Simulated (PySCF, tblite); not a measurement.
# C₄H₇OS₂ radical: geometry, infrared bands and EPR parameters

What infrared bands and EPR parameters should C₄H₇OS₂ radical (`[CH2]OCSSC=C`) show?

Computed with tblite 0.8.0 and PySCF 2.14.0, with density-fitted response routines of our own, on a single molecule in the gas phase. Atoms count from 0, in the outputs and in this text.

### 1 The starting structure

14 atoms, charge 0, multiplicity 2; geometry from: force field or distance geometry start.

Bonds of the start (Å): C0–O1 1.39, O1–C2 1.40, C2–S3 1.79, S3–S4 2.12, S4–C5 1.81, C5–C6 1.35, C0–H7 1.10, C0–H8 1.09, C2–H9 1.10, C2–H10 1.13, C5–H11 1.08, C6–H12 1.11, C6–H13 1.07.

### 2 Optimising the geometry with GFN2-xTB

Job settings and geometry (Å):

```
{"job": {"kind": "relax", "xc": "GFN2-xTB", "basis": "xTB"}, "charge": 0, "multiplicity": 2}
C      2.157700     0.751000    -0.054400
O      1.767100    -0.517100    -0.484800
C      1.614000    -1.405900     0.582100
S      0.356100    -0.918500     1.764600
S     -1.537200    -1.017800     0.817800
C     -1.779300     0.633500     0.115500
C     -3.062400     1.004800    -0.043800
H      3.236900     0.821800     0.150500
H      1.496300     1.142900     0.720500
H      2.534000    -1.571600     1.155900
H      1.306100    -2.395400     0.122300
H     -0.957000     1.273400    -0.151600
H     -3.790000     0.239300     0.288700
H     -3.342900     1.959200    -0.445300
```

Run with:

```bash
$ OMP_NUM_THREADS=1 python probes_run.py task.json out
```

One launch serves the whole session: the jobs run in the order shown.

**Question.** This job is followed by: GFN2-xTB harmonic vibrations, gas phase; UKS B3LYP, pcH-1 on C H O S, non-relativistic, mean-field spin-orbit, GIAO. Predict these results of the whole session: strongest single infrared mode (GFN2-xTB); zero-point energy (GFN2-xTB); g(iso) (B3LYP); ⟨S²⟩; largest a(iso) (averaged by class); potential on the surface of density 0.002 e/bohr³, 1st and 99th percentile.

The runs gave:

```
                                                                  quantity                 value
                                 strongest single infrared mode (GFN2-xTB)  1656 cm⁻¹, 49 km/mol
                                              zero-point energy (GFN2-xTB)         61.1 kcal/mol
                                                            g(iso) (B3LYP)               2.00430
                                                                      ⟨S²⟩    0.753 (exact 0.75)
                                        largest a(iso) (averaged by class)  13C on C0, 105.2 MHz
potential on the surface of density 0.002 e/bohr³, 1st and 99th percentile    -0.95 V and 1.21 V
```

**Reading.** Over 123 steps the energy fell by 0.833 eV; of the close pairs, S3–S4 changed most, 2.119 to 2.024 Å. All 36 modes are real, so the xTB geometry is a minimum. The strongest single mode, at 1656 cm⁻¹, moves mainly C6 and C5. GFN2-xTB is a fitted tight-binding method: band positions and strengths are rough. Its intensities can rank the bands wrongly. Most of the unpaired spin sits on C0 (0.95 e). The isotropic g lies 2.0 ppt above the free-electron value. These values are for one conformer; the search (at its own cheap level) found 2 more, at 0.57, 4.26 kcal/mol, and measured spectra average over such forms.
